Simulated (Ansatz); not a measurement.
**ZrSiH3+ (singlet): wave-function methods side by side, def2-TZVPP**

One table from this session's results is given with a row withheld; the runs are named, their logs left out.

The runs use Ansatz 0.2.0, Gaussian basis; def2-TZVPP, core rule «outside noble gas», up to 9 orbitals frozen.

Plan: UHF; CCSD(T) on RHF; CCSD(T) on UHF; CCSDT(Q) on RHF; CCSDT(Q) on UHF.

3 further runs of the same task are left out: 3 set aside as unsound or not needed.

## What is computed

The geometry is a PBE0/def2-TZVP stationary point (not a proven minimum). No spin-orbit coupling is included. Elements past krypton take def2 core potentials.

5 atoms, charge 1, spin multiplicity 1.

Atoms are counted from 1 here; the program's logs count them from 0.

Bond lengths: Zr1–Si2 2.309 Å, Zr1–H3 1.966 Å, Zr1–H4 1.966 Å, Si2–H3 1.650 Å, Si2–H4 1.650 Å, Si2–H5 1.480 Å. Angles: Si2–Zr1–H3 44.5°, Si2–Zr1–H4 44.5°, H3–Zr1–H4 71.8°, Zr1–Si2–H3 56.7°, Zr1–Si2–H4 56.7°, Zr1–Si2–H5 155.8°, H3–Si2–H4 88.7°, H3–Si2–H5 108.3°, H4–Si2–H5 108.3°, Zr1–H3–Si2 78.8°, Zr1–H4–Si2 78.8°.

The first run:

in.yaml reads:

```yaml
crystal:
  periodic: [false, false, false]
  atoms:
    - {symbol: Zr, position_ang: [-0.008859, 0.000000, 0.583581]}
    - {symbol: Si, position_ang: [0.095132, 0.000000, -1.723166]}
    - {symbol: H, position_ang: [-0.699272, -1.153566, -0.851546]}
    - {symbol: H, position_ang: [-0.699271, 1.153566, -0.851546]}
    - {symbol: H, position_ang: [-0.450481, 0.000000, -3.099406]}
basis:
  gaussian: {orbitals: def2-TZVPP}
total_charge: 1
magnetization: {spin_polarized: true, initial_magnetization: 0}
hamiltonian: {xc: hf}
output: {orbitals: {seedname: orbitals}}
```

On the command line:

```console
$ ansatz run in.yaml --threads 1 --pin off --events-out ev --progress --plain --max-ram 4096MiB --backend cpu
```

Steps of the session up to this table: UHF; CCSD(T) on RHF; CCSD(T) on UHF; CCSDT(Q) on RHF; CCSDT(Q) on UHF.

One of the session's tables, all rows but one given; the rest of the session is left out.

| method | from RCCSDT(Q) (kcal/mol) |
| --- | --- |
| RHF | +164.57 |
| UHF | ? |
| RMP2 | +32.47 |
| UMP2 | +26.32 |
| RCCSD | +11.46 |
| UCCSD | +5.69 |
| RCCSD(T) | +2.41 |
| UCCSD(T) | -1.62 |
| RCCSDT | +0.86 |
| UCCSDT | -2.92 |
| RCCSDT(Q) | 0 |
| UCCSDT(Q) | -3.46 |

Estimate the missing values for UHF.

As computed: from RCCSDT(Q) (kcal/mol): +148.47. In the column «from RCCSDT(Q) (kcal/mol)» it lies between RMP2 (+32.47) and RHF (+164.57).

The program flags UCCSD(T), UCCSDT(Q) as in doubt (see the logs), so those rows may rest on another solution; read them beside their warnings.

To keep in mind: The determinant is far from a pure spin state, so its energy mixes those of several spin states (harmless only where they are near-degenerate, as at dissociation). The program flags UCCSD(T), UCCSDT(Q) as in doubt, so those rows may rest on another solution; read them beside their warnings. Warnings: restricted reference is unstable; spin contamination; large T1 diagnostic. Restricted and unrestricted rows rest on different reference determinants; where their highest levels disagree by more than a few hundredths of an eV, they describe different states and don't form one ladder.
